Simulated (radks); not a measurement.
**Dy⁴⁶⁺ in [Ar] 3d2: an all-electron calculation**

Aim: the levels, the sizes of the orbitals and the parts of the energy of the dysprosium ion Dy46+.

Method: scalar-relativistic Kohn-Sham, PBE, spin-polarised, spherical densities, finite nucleus; open shells are filled with parallel spins first. Code: radks (a radial shooting solver on a logarithmic mesh, Libxc functionals) version 1.

## Step 1: The system

| Property | Result |
| --- | --- |
| element | dysprosium (Z = 66) |
| charge | +46 |
| electrons | 20 |
| configuration | [Ar] 3d2 |
| nuclear rms radius | 5.2218 fm |

The outer shells:

Dy⁴⁶⁺
```
[Ar] core
3d [↑ ][↑ ][  ][  ][  ]
```

## Step 2: The calculation

Input:

```text
Z 66
configuration [Ar] 3d2 4s0 4p0 4d0 4f0
relativity scalar-relativistic
functional pbe,pbe
spin polarised
nucleus finite rms 5.2218 fm
c 137.035999084
```

On the command line:

```console
$ python run_ks.py task.json out
```

All runs below come from this command, one after another.

Q: Predict the outcome of this run.

The runs gave:

| quantity | value |
| --- | --- |
| total energy | -10302.4038 hartree |
| exchange-correlation share of it | 1.58 % |
| −T/E | 1.0913 |
| highest occupied level | 3d up, -3771.4 eV |
| most extended occupied level | 3s down, <r> = 0.220 bohr |
| radius at density 0.001 e/bohr³ | 0.673 bohr |
| maxima of the radial density | 3 |
| ionisation energy, NIST | 3852 (theory) eV |

The radial density shows 3 maxima for 3 occupied principal shells. Relativity lifts −T/E to 1.091. The top level binds by 3771.4 eV, 98 % of the NIST ionisation energy of 3852 eV. Open shells are spherical and high-spin; term and fine-structure splittings are not resolved. Spin-orbit splitting is averaged out at the scalar-relativistic level.
